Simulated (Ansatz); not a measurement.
# Li5Cu3O6, space group P1: a conversion between chain and input file

Program: the Ansatz DFT code, driven from Python.

Notebook, run cell by cell (the value of a cell's last expression is shown):

```python
from pathlib import Path

import ansatz as az
```

```python
lattice = az.Lattice.of(
    [4.683864, 0.0, 0.0],
    [0.593965, 5.180246, 0.0],
    [1.176417, 2.401153, 5.912451],
)
sites = [
    ("Li", [0.902616, 0.875011, 0.689328]),
    ("Li", [0.745318, 0.451624, 0.97882]),
    ("Li", [0.245557, 0.572607, 0.993721]),
    ("Li", [0.56752, 0.183128, 0.385022]),
    ("Li", [0.110895, 0.120869, 0.305254]),
    ("Cu", [0.675602, 0.84222, 0.163251]),
    ("Cu", [0.997983, 0.501902, 0.500048]),
    ("Cu", [0.326265, 0.161098, 0.838895]),
    ("O", [0.553903, 0.819324, 0.90953]),
    ("O", [0.826755, 0.856877, 0.412773]),
    ("O", [0.084232, 0.502429, 0.766431]),
    ("O", [0.888367, 0.477652, 0.245097]),
    ("O", [0.191894, 0.158806, 0.574622]),
    ("O", [0.453207, 0.195999, 0.09698]),
]
li5cu3o6 = az.Crystal(lattice=lattice)
for symbol, position in sites:
    li5cu3o6 = li5cu3o6.atom(symbol, position)

model = (
    li5cu3o6.calculation()
    .occupations(az.OccupationsMethod.FERMI_DIRAC)
    .kpoints(length=24)
    .functional("lda")
    .phonons("dfpt", mesh=2)
)
Path("written.yaml").write_text(model.to_yaml())
back = az.Calculation.from_yaml("written.yaml")
print(back.to_python())
print("same input:", back.to_yaml() == model.to_yaml())
```

    (
        az.Lattice.of(((4.683864, 0.0, 0.0), (0.593965, 5.180246, 0.0), (1.176417, 2.401153, 5.912451)))
        .atom("Li", (0.902616, 0.875011, 0.689328))
        .atom("Li", (0.745318, 0.451624, 0.97882))
        .atom("Li", (0.245557, 0.572607, 0.993721))
        .atom("Li", (0.56752, 0.183128, 0.385022))
        .atom("Li", (0.110895, 0.120869, 0.305254))
        .atom("Cu", (0.675602, 0.84222, 0.163251))
        .atom("Cu", (0.997983, 0.501902, 0.500048))
        .atom("Cu", (0.326265, 0.161098, 0.838895))
        .atom("O", (0.553903, 0.819324, 0.90953))
        .atom("O", (0.826755, 0.856877, 0.412773))
        .atom("O", (0.084232, 0.502429, 0.766431))
        .atom("O", (0.888367, 0.477652, 0.245097))
        .atom("O", (0.191894, 0.158806, 0.574622))
        .atom("O", (0.453207, 0.195999, 0.09698))
        .calculation()
        .kpoints(5, 5, 4)
        .functional("lda")
        .occupations(method="fermi_dirac")
        .phonons(method="dfpt", mesh=(2, 2, 2))
    )
    
    same input: True

It writes `written.yaml`:
```yaml
crystal:
  lattice:
    - [4.683864, 0.0, 0.0]
    - [0.593965, 5.180246, 0.0]
    - [1.176417, 2.401153, 5.912451]
  atoms:
    - { symbol: Li, position: [0.902616, 0.875011, 0.689328] }
    - { symbol: Li, position: [0.745318, 0.451624, 0.97882] }
    - { symbol: Li, position: [0.245557, 0.572607, 0.993721] }
    - { symbol: Li, position: [0.56752, 0.183128, 0.385022] }
    - { symbol: Li, position: [0.110895, 0.120869, 0.305254] }
    - { symbol: Cu, position: [0.675602, 0.84222, 0.163251] }
    - { symbol: Cu, position: [0.997983, 0.501902, 0.500048] }
    - { symbol: Cu, position: [0.326265, 0.161098, 0.838895] }
    - { symbol: O, position: [0.553903, 0.819324, 0.90953] }
    - { symbol: O, position: [0.826755, 0.856877, 0.412773] }
    - { symbol: O, position: [0.084232, 0.502429, 0.766431] }
    - { symbol: O, position: [0.888367, 0.477652, 0.245097] }
    - { symbol: O, position: [0.191894, 0.158806, 0.574622] }
    - { symbol: O, position: [0.453207, 0.195999, 0.09698] }
kpoints:
  mp_grid:
    grid: [5, 5, 4]
hamiltonian:
  xc: lda
scf:
  occupations:
    method: fermi_dirac
phonons:
  method: dfpt
  qmesh: [2, 2, 2]
```

The input is only written out: it wasn't run, and its settings aren't tested. The structure comes from a database and needn't be a stable phase.
